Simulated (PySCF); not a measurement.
# C2H6N2OSi: the cost of one run

Programs: PySCF 2.14.0, with density-fitted response routines of our own. Each step states its level of theory. These are calculated values for one molecule in the gas phase, unless marked as measured. Atoms are numbered from 0 throughout.

### Step 1. The starting structure

12 atoms, charge 0, multiplicity 1; geometry from: GFN2-xTB. The atoms were then displaced at random by about 0.01 Å, so the start is not that level's minimum.

Bonds of the start (Å): C0–C1 1.23, C1–Si2 1.87, Si2–N3 1.73, Si2–N4 1.72, Si2–O5 1.64, C0–H6 1.04, N3–H7 1.02, N3–H8 1.04, N4–H9 1.01, N4–H10 1.00, O5–H11 0.95.

### Step 2. Optimising the geometry at PBE0-D3(BJ)/def2-SVP

Job settings and geometry (Å):

```
{"job": {"xc": "PBE0", "basis": "def2-SVP", "d3": "d3bj", "grid": 1, "shake": 0.01, "kind": "geom"}, "charge": 0, "multiplicity": 1}
C      2.003390    -0.719380     1.760630
C      1.142940    -0.415240     0.939100
Si    -0.153310     0.000280    -0.343670
N     -0.350680     1.711690    -0.239930
N     -1.522020    -0.960210     0.040290
O      0.372060    -0.335220    -1.855620
H      2.720790    -0.939760     2.476100
H     -0.904320     2.158910    -0.969700
H     -0.650390     2.094420     0.675960
H     -1.376340    -1.939280     0.221060
H     -2.357220    -0.830810    -0.499370
H      1.114800     0.146320    -2.213870
```

On the command line:

```bash
$ OMP_NUM_THREADS=1 python probes_run.py task.json out
```

The driver reads the jobs from task.json and runs them one after another.

Q: Estimate the wall time and peak memory of this first job on 1 thread of Arm Neoverse V1, shared host.

About 2.3 min, with a peak of 0.51 GiB.
